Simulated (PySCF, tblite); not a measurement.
**C4H13PSi2: geometry, infrared bands and NMR shifts**

Aim: predict the infrared bands and NMR shifts of C4H13PSi2 (`C=CCC[SiH2][SiH2]P`).

Programs: tblite 0.8.0 and PySCF 2.14.0, with density-fitted response routines of our own. Each step states its level of theory. These are calculated values for one molecule in the gas phase, unless marked as measured. Atoms count from 0, in the outputs and in this text.

## Step 1: Starting geometry

20 atoms, charge 0, multiplicity 1; geometry from: force field or distance geometry start.

Bonds of the start (Å): C0–C1 1.33, C1–C2 1.49, C2–C3 1.52, C3–Si4 1.87, Si4–Si5 2.31, Si5–P6 2.22, C0–H7 1.09, C0–H8 1.08, C1–H9 1.10, C2–H10 1.11, C2–H11 1.09, C3–H12 1.11, C3–H13 1.11, Si4–H14 1.48, Si4–H15 1.48, Si5–H16 1.48, Si5–H17 1.48, P6–H18 1.41, P6–H19 1.41.

## Step 2: Relaxing the molecule with GFN2-xTB

What the job is given:

```
{"job": {"kind": "relax", "xc": "GFN2-xTB", "basis": "xTB"}, "charge": 0, "multiplicity": 1}
C      2.893200     1.571400     0.013000
C      2.585200     0.275300     0.086400
C      1.345800    -0.349000    -0.452200
C      0.487800    -0.951900     0.654500
Si    -1.109300    -1.772900     0.124200
Si    -2.570500    -0.180500    -0.694800
P     -2.977600     1.394400     0.820400
H      2.223200     2.288600    -0.460400
H      3.815800     1.957400     0.429900
H      3.292900    -0.400300     0.586600
H      0.754600     0.403200    -1.009700
H      1.618300    -1.119500    -1.180800
H      0.247400    -0.189600     1.420000
H      1.087100    -1.720600     1.182900
H     -1.719300    -2.472000     1.277000
H     -0.813600    -2.785400    -0.917900
H     -3.859100    -0.784000    -1.092500
H     -1.972400     0.499800    -1.869700
H     -1.718900     2.035200     0.779300
H     -3.615800     2.311100    -0.032200
```

Run with:

```bash
OMP_NUM_THREADS=1 python probes_run.py task.json out
```

The driver reads the jobs from task.json and runs them one after another.

Standard output:

```text
step      E/eV     max force
  0    -574.42496    1.187
  1    -574.47861    0.576
  2    -574.49571    0.451
  3    -574.50786    0.272
  4    -574.52086    0.285
  5    -574.52992    0.221
  6    -574.53566    0.202
  7    -574.53867    0.111
  8    -574.54129    0.140
  9    -574.54421    0.159
 10    -574.54698    0.126
 11    -574.54898    0.106
 12    -574.55027    0.080
 13    -574.55106    0.069
 14    -574.55153    0.044
 15    -574.55183    0.036
 16    -574.55209    0.037
 17    -574.55236    0.042
 18    -574.55260    0.039
 19    -574.55279    0.031
 20    -574.55296    0.032
 21    -574.55312    0.032
 22    -574.55326    0.031
 23    -574.55338    0.026
 24    -574.55347    0.025
 25    -574.55356    0.022
 26    -574.55364    0.024
 27    -574.55374    0.027
 28    -574.55383    0.022
 29    -574.55393    0.023
 30    -574.55403    0.019
 31    -574.55411    0.026
 32    -574.55418    0.026
 33    -574.55425    0.025
 34    -574.55434    0.024
 35    -574.55445    0.030
 36    -574.55455    0.030
 37    -574.55463    0.022
 38    -574.55469    0.022
 39    -574.55476    0.021
 40    -574.55481    0.019
 41    -574.55486    0.017
 42    -574.55492    0.021
 43    -574.55500    0.028
 44    -574.55512    0.032
 45    -574.55525    0.025
 46    -574.55537    0.028
 47    -574.55546    0.023
 48    -574.55555    0.025
 49    -574.55565    0.029
 50    -574.55575    0.026
 51    -574.55585    0.025
 52    -574.55598    0.028
 53    -574.55616    0.039
 54    -574.55644    0.042
 55    -574.55675    0.041
 56    -574.55700    0.034
 57    -574.55720    0.037
 58    -574.55741    0.047
 59    -574.55764    0.040
 60    -574.55788    0.034
 61    -574.55810    0.034
 62    -574.55836    0.056
 63    -574.55871    0.072
 64    -574.55911    0.063
 65    -574.55943    0.035
 66    -574.55964    0.029
 67    -574.55983    0.031
 68    -574.56002    0.033
 69    -574.56016    0.023
 70    -574.56024    0.019
 71    -574.56028    0.019
 72    -574.56035    0.026
 73    -574.56048    0.032
 74    -574.56066    0.039
 75    -574.56086    0.031
 76    -574.56101    0.032
 77    -574.56115    0.030
 78    -574.56130    0.033
 79    -574.56153    0.031
 80    -574.56175    0.031
 81    -574.56198    0.040
 82    -574.56223    0.041
 83    -574.56250    0.036
 84    -574.56273    0.031
 85    -574.56293    0.029
 86    -574.56311    0.032
 87    -574.56331    0.030
 88    -574.56349    0.027
 89    -574.56365    0.024
 90    -574.56380    0.033
 91    -574.56396    0.035
 92    -574.56415    0.036
 93    -574.56433    0.026
 94    -574.56446    0.028
 95    -574.56459    0.033
 96    -574.56475    0.042
 97    -574.56489    0.034
 98    -574.56499    0.022
 99    -574.56506    0.020
100    -574.56512    0.020
101    -574.56519    0.024
102    -574.56527    0.022
103    -574.56535    0.026
104    -574.56544    0.029
105    -574.56557    0.036
106    -574.56577    0.049
107    -574.56601    0.041
108    -574.56623    0.035
109    -574.56638    0.031
110    -574.56651    0.028
111    -574.56668    0.039
112    -574.56692    0.038
113    -574.56723    0.039
114    -574.56750    0.028
115    -574.56768    0.036
116    -574.56779    0.036
117    -574.56788    0.024
118    -574.56797    0.022
119    -574.56807    0.023
120    -574.56816    0.026
121    -574.56824    0.015
122    -574.56828    0.016
123    -574.56832    0.017
124    -574.56837    0.019
125    -574.56843    0.022
126    -574.56849    0.019
127    -574.56854    0.017
128    -574.56858    0.015
129    -574.56863    0.021
130    -574.56869    0.021
131    -574.56873    0.014
132    -574.56877    0.012
133    -574.56879    0.012
134    -574.56882    0.020
135    -574.56886    0.022
136    -574.56890    0.016
137    -574.56893    0.012
138    -574.56896    0.012
139    -574.56900    0.024
140    -574.56908    0.033
141    -574.56917    0.033
142    -574.56927    0.024
143    -574.56935    0.022
144    -574.56943    0.019
145    -574.56949    0.020
146    -574.56955    0.022
147    -574.56960    0.015
148    -574.56964    0.017
149    -574.56968    0.016
150    -574.56971    0.011
151    -574.56973    0.009
```

Run time: 1.2 s. Hardware: 1 thread of Arm Neoverse V2, shared host; peak memory 0.18 GiB.

Relaxation path: (not every step is listed)

| step | energy from step 0 (eV) | largest force (eV/Å) |
| --- | --- | --- |
| 0 | 0.0000 | 1.1873 |
| 1 | -0.0536 | 0.5760 |
| 2 | -0.0707 | 0.4512 |
| 3 | -0.0829 | 0.2722 |
| 4 | -0.0959 | 0.2847 |
| 5 | -0.1050 | 0.2215 |
| 6 | -0.1107 | 0.2024 |
| 7 | -0.1137 | 0.1113 |
| 8 | -0.1163 | 0.1396 |
| 21 | -0.1282 | 0.0316 |
| 34 | -0.1294 | 0.0239 |
| 47 | -0.1305 | 0.0228 |
| 60 | -0.1329 | 0.0345 |
| 73 | -0.1355 | 0.0322 |
| 86 | -0.1381 | 0.0321 |
| 99 | -0.1401 | 0.0199 |
| 112 | -0.1420 | 0.0383 |
| 125 | -0.1435 | 0.0222 |
| 138 | -0.1440 | 0.0124 |
| 146 | -0.1446 | 0.0221 |
| 147 | -0.1446 | 0.0148 |
| 148 | -0.1447 | 0.0174 |
| 149 | -0.1447 | 0.0164 |
| 150 | -0.1447 | 0.0108 |
| 151 | -0.1448 | 0.0091 |

Distances of close pairs at the start and the end, largest changes first:

| bond | before (Å) | after (Å) | change (Å) |
| --- | --- | --- | --- |
| C3–Si4 | 1.872 | 1.908 | +0.035 |
| P6–H18 | 1.413 | 1.380 | -0.033 |
| Si5–P6 | 2.223 | 2.248 | +0.025 |
| P6–H19 | 1.405 | 1.381 | -0.024 |
| C3–H13 | 1.109 | 1.091 | -0.018 |
| C1–H9 | 1.099 | 1.083 | -0.016 |
| C0–C1 | 1.334 | 1.319 | -0.015 |
| C2–H10 | 1.107 | 1.093 | -0.014 |

The end geometry stands in the next job.

## Step 3: Harmonic vibrations with GFN2-xTB

What the job is given:

```
{"job": {"kind": "ir", "xc": "GFN2-xTB", "basis": "xTB"}, "charge": 0, "multiplicity": 1}
C      2.594398     1.673699     0.167153
C      2.447490     0.363705     0.110031
C      1.237732    -0.332778    -0.424882
C      0.497537    -1.069907     0.695671
Si    -1.118204    -1.881044     0.086297
Si    -2.541705    -0.210922    -0.682076
P     -2.399340     1.570445     0.682199
H      1.838630     2.346574    -0.205622
H      3.474287     2.133589     0.583529
H      3.219916    -0.288349     0.498133
H      0.570793     0.396213    -0.893134
H      1.539473    -1.053899    -1.189356
H      0.261063    -0.352499     1.486517
H      1.167454    -1.809158     1.137771
H     -1.679667    -2.662781     1.194854
H     -0.777305    -2.844406    -0.969428
H     -3.966334    -0.564169    -0.645887
H     -2.289294     0.202284    -2.073821
H     -1.118795     1.928665     0.311535
H     -2.963276     2.465418    -0.205358
```

Standard output:

```text
mode    cm-1     km/mol
  1      25.0      1.07
  2      40.0      0.58
  3      49.1      1.21
  4      80.4      4.29
  5      91.1      1.24
  6     112.0      2.56
  7     154.3      1.28
  8     199.7      2.16
  9     300.0      3.56
 10     346.0     41.36
 11     403.6     32.72
 12     416.9      1.51
 13     439.6      2.03
 14     491.0      1.25
 15     527.9      5.12
 16     552.9     11.21
 17     594.6    465.00
 18     621.6      9.82
 19     638.5    158.67
 20     679.7     50.01
 21     713.1    124.72
 22     742.1     58.42
 23     773.4    113.89
 24     792.2    180.43
 25     819.3    195.73
 26     892.2      9.53
 27     907.8     21.41
 28     952.8      5.99
 29    1021.8     14.19
 30    1055.5     17.18
 31    1065.9      5.86
 32    1154.7      9.74
 33    1179.9      7.08
 34    1219.2      6.03
 35    1262.9      0.98
 36    1287.1      4.70
 37    1328.6      0.40
 38    1418.4      1.67
 39    1479.5      3.19
 40    1482.3      0.42
 41    1720.0     13.86
 42    2149.4    172.38
 43    2199.2    293.77
 44    2205.5    287.55
 45    2213.8    293.17
 46    2315.5    123.61
 47    2403.5    164.31
 48    2944.7      1.81
 49    2954.7     93.27
 50    2961.1     35.55
 51    2978.9     30.69
 52    3051.4     42.60
 53    3094.0     28.58
 54    3123.5     64.90
```

Wall time 0.85 s (1 thread of Arm Neoverse V2, shared host); peak memory 0.18 GiB.

The strongest bands and the atoms that carry them (share of the mass-weighted mode):

| cm⁻¹ | km/mol | atoms |
| --- | --- | --- |
| 595 | 465.0 | H17 31 %, H16 24 %, H15 14 %, H19 12 % |
| 792 | 180.4 | H14 32 %, H15 30 %, H16 13 %, H17 12 % |
| 819 | 195.7 | H17 34 %, H16 33 %, H15 13 %, H14 12 % |
| 2149 | 172.4 | H17 93 % |
| 2199 | 293.8 | H15 58 %, H16 28 % |
| 2206 | 287.6 | H16 65 %, H15 31 % |
| 2214 | 293.2 | H14 87 % |
| 2404 | 164.3 | H18 48 %, H19 48 % |

## Step 4: Nuclear shieldings: PBE0/pcSseg-1

Same as in step 3 but for these lines:

```diff
@@ -1,2 +1,2 @@
-{"job": {"kind": "ir", "xc": "GFN2-xTB", "basis": "xTB"}, "charge": 0, "multiplicity": 1}
+{"job": {"kind": "nmr", "xc": "PBE0", "basis": "pcSseg-1"}, "charge": 0, "multiplicity": 1}
 C      2.594398     1.673699     0.167153
```

With the program's defaults for keys left out, this is: GIAO PBE0/pcSseg-1 NMR shielding, non-relativistic, gas phase.

Standard output:

```text
coarse grid: 17280 points
cycle   1  E = -1079.8471986252  dE =  3.469e-01  |g| = 3.869e-01  |ddm| = 3.896e+00
cycle   2  E = -1079.8421612750  dE =  5.037e-03  |g| = 4.136e-01  |ddm| = 7.679e-01
cycle   3  E = -1079.8886427897  dE = -4.648e-02  |g| = 4.343e-02  |ddm| = 4.359e-01
cycle   4  E = -1079.8889768815  dE = -3.341e-04  |g| = 2.623e-02  |ddm| = 6.906e-02
cycle   5  E = -1079.8891481975  dE = -1.713e-04  |g| = 7.020e-03  |ddm| = 2.690e-02
cycle   6  E = -1079.8891596537  dE = -1.146e-05  |g| = 2.600e-03  |ddm| = 7.936e-03
cycle   7  E = -1079.8891613177  dE = -1.664e-06  |g| = 3.503e-04  |ddm| = 2.312e-03
final grid: 150448 points
cycle   8  E = -1079.9303188759  dE = -3.250e-05  |g| = 7.249e-03  |ddm| = 2.741e-02
cycle   9  E = -1079.9303135833  dE =  5.293e-06  |g| = 8.463e-03  |ddm| = 1.499e-02
cycle  10  E = -1079.9303325894  dE = -1.901e-05  |g| = 1.125e-03  |ddm| = 8.514e-03
cycle  11  E = -1079.9303329028  dE = -3.134e-07  |g| = 2.624e-04  |ddm| = 1.126e-03
cycle  12  E = -1079.9303329186  dE = -1.582e-08  |g| = 7.831e-05  |ddm| = 2.507e-04
cycle  13  E = -1079.9303329201  dE = -1.497e-09  |g| = 1.961e-05  |ddm| = 8.733e-05
cycle  14  E = -1079.9303329202  dE = -9.277e-11  |g| = 3.815e-06  |ddm| = 2.232e-05
converged SCF energy = -1079.9303329202

GIAO shielding tensors (ppm)
atom      isotropic    diamagn.    paramagn.     s11        s22        s33       span
  0 C       66.854     254.333    -187.478    -41.899     85.653    156.809    198.708
  1 C       36.315     256.545    -220.230    -88.084     44.033    152.995    241.079
  2 C      149.694     250.160    -100.467    137.424    142.916    168.741     31.317
  3 C      173.774     255.225     -81.451    162.621    168.954    189.747     27.126
  4 Si     422.481     880.809    -458.327    391.795    407.612    468.037     76.242
  5 Si     444.193     881.008    -436.815    423.247    435.197    474.134     50.886
  6 P      628.494     968.416    -339.922    564.905    603.886    716.691    151.786
  7 H       26.354      32.635      -6.281     23.239     25.570     30.254      7.016
  8 H       26.489      27.735      -1.246     23.976     25.224     30.265      6.289
  9 H       25.502      30.318      -4.815     22.856     25.083     28.568      5.712
 10 H       29.945      35.257      -5.312     25.514     31.717     32.603      7.089
 11 H       29.570      32.205      -2.636     25.251     29.009     34.449      9.198
 12 H       31.238      34.428      -3.190     28.288     30.163     35.263      6.975
 13 H       30.592      32.279      -1.687     25.458     29.098     37.221     11.763
 14 H       27.635      29.127      -1.492     23.807     25.346     33.752      9.945
 15 H       27.832      29.492      -1.660     24.133     25.822     33.540      9.407
 16 H       27.875      29.255      -1.380     24.021     25.498     34.106     10.085
 17 H       27.313      30.216      -2.903     23.772     25.056     33.110      9.339
 18 H       30.739      33.429      -2.690     23.964     29.291     38.962     14.999
 19 H       30.449      30.432       0.017     24.942     26.721     39.684     14.742
```

Wall time 53 s (1 thread of Arm Neoverse V2, shared host); peak memory 1 GiB.

Shifts follow as δ = σ(reference) − σ, with reference shieldings (ppm) from runs at the same level and on the same kind of geometry: 1H TMS 31.72, 13C TMS 186.9, 29Si TMS 349.2, 31P H3PO4 318.4. The references are single molecules in the gas phase, so shifts against H2O, NH3, PH3, H3PO4 or CFCl3 are not on the usual liquid scales and can be off by tens of ppm. Atoms listed in one row are averaged.

| atoms | environment | σ (ppm) | δ (ppm) | δ scaled to CDCl3 |
| --- | --- | --- | --- | --- |
| C1 | alkene CH | 36.3 | 150.6 | 145.1 |
| C0 | terminal =CH2 carbon | 66.9 | 120.1 | 115.3 |
| C2 | allylic sp3 CH2 | 149.7 | 37.2 | 34.4 |
| C3 | sp3 CH2 bonded to Si | 173.8 | 13.2 | 10.9 |
| H9 | hydrogen on an alkene CH | 25.50 | 6.21 | 5.96 |
| H7 | hydrogen on a terminal =CH2 carbon | 26.35 | 5.36 | 5.16 |
| H8 | hydrogen on a terminal =CH2 carbon | 26.49 | 5.23 | 5.03 |
| H16, H17 | hydrogen on a silicon bonded to P, Si | 27.59 | 4.12 | – |
| H14, H15 | hydrogen on a silicon bonded to C, Si | 27.73 | 3.98 | – |
| H10, H11 | hydrogen on an allylic sp3 CH2 | 29.76 | 1.96 | 1.95 |
| H18, H19 | hydrogen on a phosphorus bonded to Si | 30.59 | 1.12 | – |
| H12, H13 | hydrogen on an sp3 CH2 bonded to Si | 30.91 | 0.80 | 0.86 |
| Si4 | silicon bonded to C, Si, 2 H | 422.5 | -73.3 | – |
| Si5 | silicon bonded to P, Si, 2 H | 444.2 | -95.0 | – |
| P6 | phosphorus bonded to Si, 2 H | 628.5 | -310.1 | – |

The scaled column applies a straight-line fit of computed shieldings to shifts measured in CDCl3 (root-mean-square error 0.16 ppm for H, 1.9 ppm for C).

The run also stored atomic charges by several schemes (e):

| atoms | Mulliken | IAO | Hirshfeld | ESP fit |
| --- | --- | --- | --- | --- |
| C0 | -0.15 | -0.33 | -0.11 | -0.40 |
| C1 | -0.22 | -0.13 | -0.03 | -0.23 |
| C2 | -0.21 | -0.25 | -0.07 | 0.10 |
| C3 | -0.54 | -0.52 | -0.15 | -0.21 |
| Si4 | 0.37 | 0.46 | 0.25 | 0.11 |
| Si5 | 0.06 | 0.25 | 0.18 | 0.28 |
| P6 | -0.21 | -0.09 | -0.02 | -0.39 |

Mayer bond orders: C0–C1 2.00, C1–C2 1.05, C2–C3 1.01, C3–Si4 0.91, Si4–Si5 0.89, Si5–P6 0.97.

Orbitals, density, ELF and potential are computed afterwards from the orbital file.

Frontier orbitals at PBE0/pcSseg-1, with the share of their density that lies nearest to each atom:

| orbital | energy (eV) | lies on |
| --- | --- | --- |
| HOMO | -7.44 | P6 63 %; Si5 9 %; H17, H18, H19 about 8 % each |
| LUMO | -0.34 | Si4, Si5 about 14 % each; P6 11 %; H15, H16 about 9 % each |

ELF in a plane through or near 7 of the atoms.

Values, 10 rows by 14 columns:
```
0.00 0.00 0.00 0.00 0.00 0.00 0.00 0.00 0.00 0.00 0.00 0.00 0.00 0.00
0.00 0.00 0.00 0.00 0.00 0.00 0.00 0.00 0.01 0.00 0.00 0.00 0.00 0.00
0.00 0.00 0.00 0.00 0.00 0.00 0.02 0.04 0.45 0.16 0.02 0.00 0.00 0.00
0.00 0.00 0.00 0.40 0.16 0.03 0.38 0.52 0.23 0.19 0.10 0.00 0.00 0.00
0.00 0.00 0.05 0.98 0.98 0.49 0.92 0.72 0.19 0.92 0.44 0.53 0.14 0.00
0.00 0.00 0.08 0.20 0.82 0.45 0.55 0.03 0.39 0.24 0.13 1.00 0.95 0.00
0.00 0.00 0.98 0.98 0.45 0.82 0.01 0.56 0.42 0.82 0.34 0.29 0.08 0.00
0.00 0.00 0.04 0.07 0.77 0.95 0.00 0.92 0.26 0.96 0.78 0.01 0.00 0.00
0.00 0.00 0.00 0.00 0.00 0.00 0.00 0.01 0.09 0.96 0.80 0.00 0.00 0.00
0.00 0.00 0.00 0.00 0.00 0.00 0.00 0.00 0.00 0.00 0.00 0.00 0.00 0.00
```
The map spans 13.3 Å across and 11.2 Å up, centred on the molecule. Atoms in the plane (x, y in Å): C0 (-2.9, -1.1), C1 (-2.5, 0.1), Si4 (1.5, 1.6), Si5 (2.6, -0.3), H7 (-2.2, -2.0), H9 (-3.1, 0.9), H16 (4.0, -0.3).

log10 of the density (e/Å³) in the same plane.

Values, 10 rows by 14 columns:
```
-4.0 -4.0 -4.0 -4.0 -4.0 -4.0 -4.0 -4.0 -4.0 -3.9 -4.0 -4.0 -4.0 -4.0
-4.0 -4.0 -4.0 -4.0 -4.0 -4.0 -4.0 -3.2 -2.8 -2.9 -3.5 -4.0 -4.0 -4.0
-4.0 -4.0 -4.0 -4.0 -3.7 -2.8 -2.3 -1.9 -1.2 -1.4 -2.4 -3.5 -4.0 -4.0
-4.0 -4.0 -3.2 -2.1 -1.8 -1.6 -0.8 -0.6  0.3 -0.5 -1.6 -2.8 -3.7 -4.0
-4.0 -4.0 -2.3 -0.7  0.1 -0.3  0.2 -0.3 -0.3 -0.2 -0.9 -1.5 -2.4 -3.7
-4.0 -3.4 -1.8 -0.7  0.3 -0.3 -0.6 -1.4 -0.9  0.3 -0.1  0.0 -1.6 -3.2
-4.0 -3.0 -1.1  0.0  0.3 -0.6 -1.9 -1.1 -0.7 -0.4 -0.9 -1.5 -2.5 -3.7
-4.0 -3.8 -2.5 -1.8 -1.1 -1.3 -2.3 -1.2 -0.9 -0.3 -1.1 -2.5 -3.7 -4.0
-4.0 -4.0 -4.0 -3.8 -3.3 -3.4 -3.5 -2.7 -2.0 -1.3 -1.8 -3.1 -4.0 -4.0
-4.0 -4.0 -4.0 -4.0 -4.0 -4.0 -4.0 -4.0 -3.6 -3.2 -3.5 -4.0 -4.0 -4.0
```
The map spans 13.3 Å across and 11.2 Å up, centred on the molecule. Atoms in the plane (x, y in Å): C0 (-2.9, -1.1), C1 (-2.5, 0.1), Si4 (1.5, 1.6), Si5 (2.6, -0.3), H7 (-2.2, -2.0), H9 (-3.1, 0.9), H16 (4.0, -0.3).

On the surface of density 0.002 e/bohr³ the electrostatic potential runs, from the 1st to the 99th percentile, from -0.91 V near P6 to 0.94 V near H15.

## Step 5: Summary of results

| quantity | value |
| --- | --- |
| strongest single infrared mode (GFN2-xTB) | 595 cm⁻¹, 465 km/mol |
| zero-point energy (GFN2-xTB) | 92.4 kcal/mol |
| 13C shifts against TMS (PBE0/pcSseg-1) | 150.6, 120.1, 37.2, 13.2 ppm |
| 1H shifts against TMS (PBE0/pcSseg-1, means over atoms taken as alike) | 6.21, 5.36, 5.23, 4.12, 3.98, 1.96, 1.12, 0.80 ppm |
| 29Si shifts against TMS (PBE0/pcSseg-1) | -73.3, -95.0 ppm |
| 31P shifts against H3PO4 (PBE0/pcSseg-1) | -310.1 ppm |
| surface potential, 1st and 99th percentile | -0.91 V and 0.94 V |

Over 151 steps the energy fell by 0.145 eV; of the close pairs, C3–Si4 changed most, 1.872 to 1.908 Å. No mode is imaginary among the 54: a minimum at this level. The strongest single mode, at 595 cm⁻¹, is carried by H17, H16, H15, H19. Unscaled tight-binding wavenumbers are off by several per cent, some by more. Its intensities can rank the bands wrongly. The most deshielded carbon is C1 (alkene CH), at 150.6 ppm: as expected for a trigonal carbon in a double bond. The most deshielded hydrogen is H9 (hydrogen on an alkene CH), at 6.21 ppm: a vinylic proton, deshielded by the sp2 carbon and the C=C anisotropy. At PBE0/pcSseg-1: The widest tensor belongs to C1: span 241 ppm, with a paramagnetic part of -220 ppm. By nearest atom (PBE0/pcSseg-1), the HOMO sits on P6 63 %; Si5 9 % and the LUMO on Si4, Si5 about 14 % each; P6 11 %.
